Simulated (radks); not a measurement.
# Taking charge from the 3s level of Tc¹⁵⁺ in fractions

An exercise on one series of results from a longer session: the logs are not shown, and one member is left open.

The numbers are computed with radks (a radial shooting solver on a logarithmic mesh, Libxc functionals) version 1 (scalar-relativistic Kohn-Sham, SCAN, spin-polarised, spherical densities, finite nucleus), except any that are marked as measured or tabulated.

## The atom as given

* element: technetium (Z = 43)
* charge: +15
* electrons: 28
* configuration: [Ne] 3s(up 1, down 1) 3p6 3d10
* nuclear rms radius: 4.4112 fm

A shell typed twice in an input gives spin up, then spin down.

Set-up of the first run:

Input:

```text
Z 43
configuration [Ne] 3s1 3s1 3p6 3d10
relativity scalar-relativistic
functional scan,scan
spin polarised
nucleus finite rms 4.4112 fm
c 137.035999084
```

Steps of the session up to this table: Start: [Ne] 3s(up 1, down 1) 3p6 3d10.

One table of the session follows, with a row left open; its other results are not shown here.

Radial moments (bohr):

```
level      <r>  outermost maximum (interpolated)  90 % within  nodes
   1s  0.03428                            0.0223       0.0614      0
   2s        ?                                 ?            ?      ?
   2p   0.1302                             0.101        0.212      0
   3s   0.4101                             0.370        0.603      2
   3p   0.4096                             0.363        0.616      1
   3d   0.3878                             0.308        0.613      0
```

**Question.** Estimate the row for 2s.

**Answer.** <r>: 0.1493; outermost maximum (interpolated): 0.126; 90 % within: 0.231; nodes: 1. In the column «<r>» it lies between 2p (0.1302) and 3d (0.3878).
